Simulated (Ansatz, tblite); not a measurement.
# The cluster Cu2I3: one state, many levels

An exercise on one series of results from a longer session: the logs are not shown, and one member is left open.

Method: as each input shows; program: Ansatz 0.2.0, Gaussian basis.

The runs, in order: GFN1-xTB, GFN2-xTB, PBE-D4/def2-TZVP, r2SCAN-D4/def2-TZVP, B2PLYP/def2-TZVP, HSE06-D4/def2-TZVP, LDA/def2-TZVP, PBE-D4/def2-SVP, PBE0-D4/def2-SVP, MP2/def2-TZVP, RPA/def2-TZVP.

7 further runs of the same task are left out: 1 that didn't finish, 6 set aside as unsound or not needed. Runs told in other sessions of the task aren't counted.

**The structure**

The doublet was relaxed beforehand with B3LYP-D4/def2-SVP. At that level it is the lowest of the isomers that a small search found.

5 atoms, charge 0, spin multiplicity 2.

Bond lengths: Cu1–I3 2.458 Å, Cu1–I5 2.521 Å, Cu2–I4 2.458 Å, Cu2–I5 2.520 Å. Angles: I3–Cu1–I5 163.3°, I4–Cu2–I5 163.3°, Cu1–I5–Cu2 58.4°.

I takes a core potential in the def2 sets. No spin-orbit coupling is included.

PBE0-D4/def2-TZVP was run before; its log isn't repeated, and its numbers join the tables.

Set-up of the first run:

Tight binding, by tblite at 300 K electronic temperature and without a spin-polarisation term:

```python
tblite.interface.Calculator('GFN1-xTB', numbers, positions, charge=0, uhf=1).singlepoint()
```

Tight binding, by tblite at 300 K electronic temperature and without a spin-polarisation term:

```python
tblite.interface.Calculator('GFN2-xTB', numbers, positions, charge=0, uhf=1).singlepoint()
```

start.molden holds the orbitals of an earlier run on this state, given as this run's starting guess.

The input, in.yaml:

```yaml
crystal:
  periodic: [false, false, false]
  atoms:
    - {symbol: Cu, position_ang: [1.240265, 0.382571, -0.311865]}
    - {symbol: Cu, position_ang: [-0.998399, 0.554190, 0.693655]}
    - {symbol: I, position_ang: [1.167292, -1.817379, -1.406592]}
    - {symbol: I, position_ang: [-2.040540, -1.572179, 0.033937]}
    - {symbol: I, position_ang: [0.631383, 2.452798, 0.990875]}
basis:
  gaussian: {orbitals: def2-TZVP, initial_orbitals: start.molden}
magnetization: {spin_polarized: true, initial_magnetization: 1}
hamiltonian: {xc: pbe, dispersion: d4}
scf: {omitted_lower_state_checks: [starts]}
output: {forces: true, orbitals: {seedname: orbitals}}
```

Run with:

```console
$ ansatz run in.yaml --threads 4 --pin off --events-out ev --progress --plain --max-ram 4787MiB
```

Among the steps run: PBE-D4/def2-TZVP; r2SCAN-D4/def2-TZVP; B2PLYP/def2-TZVP; HSE06-D4/def2-TZVP; LDA/def2-TZVP; PBE-D4/def2-SVP; PBE0-D4/def2-SVP; MP2/def2-TZVP; RPA/def2-TZVP.

One table of the session follows, with a row left open; its other results are not shown here.

It belongs to the step «Binding energy». 

| level | binding an atom (eV) |
| --- | --- |
| HF/def2-TZVP | 1.113 |
| LDA/def2-TZVP | 2.461 |
| PBE-D4/def2-SVP | 2.303 |
| PBE-D4/def2-TZVP | 2.097 |
| r2SCAN-D4/def2-TZVP | 2.098 |
| PBE0-D4/def2-SVP | 2.120 |
| PBE0-D4/def2-TZVP | 1.968 |
| HSE06-D4/def2-TZVP | 1.970 |
| B2PLYP/def2-TZVP | 1.843 |
| RPA/def2-TZVP | ? |
| MP2/def2-TZVP | 1.942 |

Q: Estimate the row for RPA/def2-TZVP from the others.

As computed: binding an atom (eV): 1.618. In the column «binding an atom (eV)» it lies between HF/def2-TZVP (1.113) and B2PLYP/def2-TZVP (1.843).

Limits of these values: Free atoms were run apart at each level; binding is atoms less cluster, divided by the number of atoms, without zero-point or spin-orbit terms.
